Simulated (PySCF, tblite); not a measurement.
**C4H11ClSi: geometry, infrared bands and NMR shifts**

Aim: predict the infrared bands and NMR shifts of C4H11ClSi (`CC[Si@H](C)CCl`).

The runs use tblite 0.8.0 and PySCF 2.14.0, with density-fitted response routines of our own; the level of theory stands in each step. All values are computed, except where a source is named. Atoms count from 0, in the outputs and in this text.

## Step 1: Starting geometry

17 atoms, charge 0, multiplicity 1; geometry from: force field or distance geometry start.

Bonds of the start (Å): C0–C1 1.54, C1–Si2 1.87, Si2–C3 1.88, Si2–C4 1.86, C4–Cl5 1.77, C0–H6 1.09, C0–H7 1.09, C0–H8 1.09, C1–H9 1.09, C1–H10 1.10, Si2–H11 1.48, C3–H12 1.08, C3–H13 1.09, C3–H14 1.10, C4–H15 1.09, C4–H16 1.09.

## Step 2: Relaxing the molecule with GFN2-xTB

What the job is given:

```
{"job": {"kind": "relax", "xc": "GFN2-xTB", "basis": "xTB"}, "charge": 0, "multiplicity": 1}
C      2.046800    -0.967800     0.522200
C      1.111600     0.246000     0.630900
Si    -0.314600     0.279400    -0.574600
C     -1.305500     1.858300    -0.368400
C     -1.393600    -1.225200    -0.432200
Cl    -2.093500    -1.322500     1.190100
H      2.850200    -0.888300     1.251000
H      1.506500    -1.895400     0.716400
H      2.493200    -1.032100    -0.472400
H      1.704800     1.151200     0.501400
H      0.711800     0.282500     1.657600
H      0.255500     0.305800    -1.944100
H     -0.676900     2.731100    -0.505100
H     -2.124600     1.897100    -1.080700
H     -1.731900     1.923800     0.648700
H     -0.826600    -2.139900    -0.601700
H     -2.220300    -1.192000    -1.149100
```

The run is started by

```bash
$ OMP_NUM_THREADS=1 python probes_run.py task.json out
```

This one command runs all jobs of the session in turn.

**Question.** This job is followed by: GFN2-xTB harmonic vibrations, gas phase; GIAO PBE0/pcSseg-1 NMR shielding, non-relativistic, gas phase. What will the session give for the following? strongest single infrared mode (GFN2-xTB); zero-point energy (GFN2-xTB); ¹³C shifts against TMS (PBE0/pcSseg-1); ¹H shifts against TMS (PBE0/pcSseg-1, means over atoms taken as alike); ²⁹Si shifts against TMS (PBE0/pcSseg-1); ³⁵Cl shifts against HCl (PBE0/pcSseg-1).

**Answer**, as computed:

| quantity | value |
| --- | --- |
| strongest single infrared mode (GFN2-xTB) | 2173 cm⁻¹, 377 km/mol |
| zero-point energy (GFN2-xTB) | 86.5 kcal/mol |
| ¹³C shifts against TMS (PBE0/pcSseg-1) | 31.8, 10.1, 6.4, -6.5 ppm |
| ¹H shifts against TMS (PBE0/pcSseg-1, means over atoms taken as alike) | 4.34, 3.12, 2.91, 1.16, 1.08, 0.60, 0.20 ppm |
| ²⁹Si shifts against TMS (PBE0/pcSseg-1) | -12.7 ppm |
| ³⁵Cl shifts against HCl (PBE0/pcSseg-1) | -5 ppm |

What this shows: Relaxing lowered the energy by 0.100 eV in 49 steps; the close pair that moved most is Si2–C4, from 1.857 to 1.921 Å. No mode is imaginary among the 45: a minimum at this level. The strongest single mode, at 2173 cm⁻¹, moves mainly H11. Unscaled tight-binding wavenumbers are off by several per cent, some by more. Its intensities can rank the bands wrongly. At PBE0/pcSseg-1: Shielding is most anisotropic at Cl5 (span 242 ppm, paramagnetic term -193 ppm).
